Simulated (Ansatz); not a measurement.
Relaxation of a periodic cell of 17 atoms, Cu₈BO₈ (host CuO, host structure C2/c, interstitial B), to a largest force component of 0.08 eV/Å in at most 25 steps.

Theory: Ansatz 0.2.0, DFT PBE, scalar-relativistic, plane waves, PAW. Settings: accuracy low, PAW set soft_1, cutoff 420 eV, k mesh 2x2x2, fermi-dirac smearing 0.05 eV, spin collinear.

```xyz
17
Lattice="4.6700 -3.4300 0.0000 4.6700 3.4300 0.0000 -0.8477 0.0000 5.0493" Properties=species:S:1:pos:R:3
Cu 1.167 0.858 0.000
Cu 0.744 -0.858 2.525
O 2.123 -0.274 1.262
O 1.699 0.274 3.787
Cu 3.502 2.572 0.000
Cu 3.079 0.858 2.525
O 4.458 1.441 1.262
O 4.034 1.989 3.787
Cu 3.502 -0.858 0.000
Cu 3.079 -2.572 2.525
O 4.458 -1.989 1.262
O 4.034 -1.441 3.787
Cu 5.838 0.858 0.000
Cu 5.414 -0.858 2.525
O 6.793 -0.274 1.262
O 6.369 0.274 3.787
B 4.822 -0.217 0.987
```

**Question.** Where does it end, and by what steps?

**Answer.** It converged. The threshold is loose, so the end isn't yet a minimum. Limits of this set-up: coarse k mesh, a small cell, in which the defect meets its images, low accuracy level. After 12 steps the energy has fallen by 4.997 eV; Cu14 moved furthest, 1.00 Å. Joined: O4–Cu14 (2.79 → 2.01 Å), O15–B17 (1.99 → 1.38 Å).

```
step  energy less start (eV)  largest force component (eV/Å)  accepted
   0                  0.0000                           3.730       yes
   1                 -0.6918                           2.652       yes
   2                 -2.1261                           1.478       yes
   3                 -2.9354                           1.986       yes
   4                 -3.3230                           2.682       yes
   5                 -4.1128                           2.308       yes
   6                 -4.3375                           3.977       yes
   7                 -4.7983                           0.277       yes
   8                 -4.8931                           0.406       yes
   9                 -4.9660                           0.182       yes
  10                 -4.9807                           0.370       yes
  11                 -4.9597                           0.380        no
  12                 -4.9970                           0.065       yes
```

```xyz
17
Lattice="4.6700 -3.4300 0.0000 4.6700 3.4300 0.0000 -0.8477 0.0000 5.0493" Properties=species:S:1:pos:R:3
Cu 0.831 0.816 -0.110
Cu 0.508 -0.911 2.339
O 1.899 -0.285 1.069
O 1.317 0.325 3.546
Cu 3.578 2.367 0.282
Cu 2.905 0.641 2.437
O 4.575 0.931 1.380
O 3.742 1.820 3.717
Cu 3.282 -0.715 -0.217
Cu 3.066 -2.359 2.433
O 4.571 -1.435 1.151
O 3.914 -1.200 3.654
Cu 6.130 1.057 -0.751
Cu 5.838 -1.104 3.400
O 6.690 -0.279 1.454
O 6.959 0.377 4.156
B 5.312 -0.264 1.340
```

Whether the end is a true minimum wasn't checked by a vibrational analysis.

Run time: 31 min on 2 threads of Arm Neoverse N1 (shared host), peak memory 1.4 GiB.
